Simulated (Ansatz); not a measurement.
# CH10N2Si2: a ladder of functionals and wavefunction methods

How much do the methods differ for CH10N2Si2? The plan is to run it at one geometry with functionals of several rungs and with coupled cluster. The yardstick is the atomisation energy at the CCSD(T) limit.

Program: Ansatz 0.2.0, Gaussian basis. Level of theory: functionals in def2-TZVPP, the program's frozen cores in correlated methods. These are calculated values, not measurements.

Levels to be run: PBE-D4, r2SCAN-D4, PBE0-D4, B3LYP-D4, ωB97X-V, ωB97M-V, B2PLYP; CCSD(T)/def2-TZVPP; MP2/def2-QZVPP; extrapolation to the limit.

## 1. Structure used throughout

The geometry comes from an earlier relaxation with PBE0-D4 in a triple-zeta def2 set; it is a stationary point, not always the lowest conformer.

SMILES `N[SiH2]C[SiH2]N`, 15 atoms, charge 0, spin multiplicity 1.

Atoms are counted from 1 here; the program's logs count them from 0.

Bond lengths: N1–Si2 1.719 Å, N1–H6 1.008 Å, N1–H7 1.007 Å, Si2–C3 1.865 Å, Si2–H8 1.500 Å, Si2–H9 1.488 Å, C3–Si4 1.865 Å, C3–H10 1.095 Å, C3–H11 1.095 Å, Si4–N5 1.719 Å, Si4–H12 1.500 Å, Si4–H13 1.488 Å, N5–H14 1.007 Å, N5–H15 1.008 Å. Angles: Si2–N1–H6 119.7°, Si2–N1–H7 120.5°, H6–N1–H7 111.1°, N1–Si2–C3 108.3°, N1–Si2–H8 114.9°, N1–Si2–H9 107.2°, C3–Si2–H8 107.6°, C3–Si2–H9 112.9°, H8–Si2–H9 106.1°, Si2–C3–Si4 113.9°, Si2–C3–H10 109.2°, Si2–C3–H11 108.2°, Si4–C3–H10 108.2°, Si4–C3–H11 109.2°, H10–C3–H11 108.1°, C3–Si4–N5 108.3°, C3–Si4–H12 107.6°, C3–Si4–H13 112.9° and more.

## 2. PBE-D4 (GGA)

in.yaml

```yaml
crystal:
  periodic: [false, false, false]
  atoms:
    - {symbol: N, position_ang: [-1.690478, 1.278807, -0.884087]}
    - {symbol: Si, position_ang: [-0.247118, 1.555673, 0.007065]}
    - {symbol: C, position_ang: [1.032472, 0.321488, -0.555175]}
    - {symbol: Si, position_ang: [0.584832, -1.450947, -0.187986]}
    - {symbol: N, position_ang: [0.510022, -1.645367, 1.518065]}
    - {symbol: H, position_ang: [-2.037007, 0.338575, -0.992460]}
    - {symbol: H, position_ang: [-2.446938, 1.942327, -0.849573]}
    - {symbol: H, position_ang: [-0.387658, 1.418632, 1.494399]}
    - {symbol: H, position_ang: [0.159331, 2.965539, -0.241661]}
    - {symbol: H, position_ang: [1.985952, 0.541578, -0.063443]}
    - {symbol: H, position_ang: [1.171533, 0.441977, -1.634764]}
    - {symbol: H, position_ang: [-0.691486, -1.756888, -0.914667]}
    - {symbol: H, position_ang: [1.592913, -2.420329, -0.696753]}
    - {symbol: H, position_ang: [0.447370, -2.564260, 1.924755]}
    - {symbol: H, position_ang: [0.016259, -0.966796, 2.076274]}
basis:
  gaussian: {orbitals: def2-TZVPP}
hamiltonian: {xc: pbe, dispersion: d4}
output: {forces: true, orbitals: {seedname: orbitals}}
```

Started as:

```sh
$ ansatz run in.yaml --threads 2 --pin off --events-out ev --progress --plain --max-ram 22528MiB --backend cuda --devices 0, --max-vram 18GiB
```

The runs that follow: r2SCAN-D4 (meta-GGA); PBE0-D4 (hybrid); B3LYP-D4 (hybrid); ωB97X-V (range-separated); ωB97M-V (range-separated); B2PLYP (double hybrid); CCSD(T) in def2-TZVPP; MP2 in def2-QZVPP.

Q: Predict the results of all the runs planned. Wanted: atomisation energy, CCSD(T)/CBS; farthest; mean size of error, hybrid; mean size of error, range-separated; gap, smallest and largest; T1 diagnostic; triples share of the correlation energy.

As calculated:

```
                               quantity                                 value
        atomisation energy, CCSD(T)/CBS                       1232.8 kcal/mol
functionals within 6.2 kcal/mol (0.5 %)    PBE-D4, B3LYP-D4, ωB97X-V, ωB97M-V
                               farthest               B2PLYP (-16.4 kcal/mol)
             mean size of error, hybrid                          5.5 kcal/mol
    mean size of error, range-separated                          4.9 kcal/mol
              gap, smallest and largest  5.43 eV (PBE-D4), 12.06 eV (ωB97X-V)
                          T1 diagnostic                                0.0100
triples share of the correlation energy                                 3.6 %
```

What this shows: PBE-D4 misses by +3.9 kcal/mol. Double hybrids carry the basis error of their MP2 part in triple zeta, and no dispersion term here, so their miss is partly the set-up's. Misses under about 6.2 kcal/mol are within the doubt on the reference itself, which lacks core-valence correlation, relativity and higher excitations. Hartree-Fock recovers 72 % of the binding; the rest is correlation. Orbital gaps span 5.4 to 12.1 eV; exact exchange widens them.
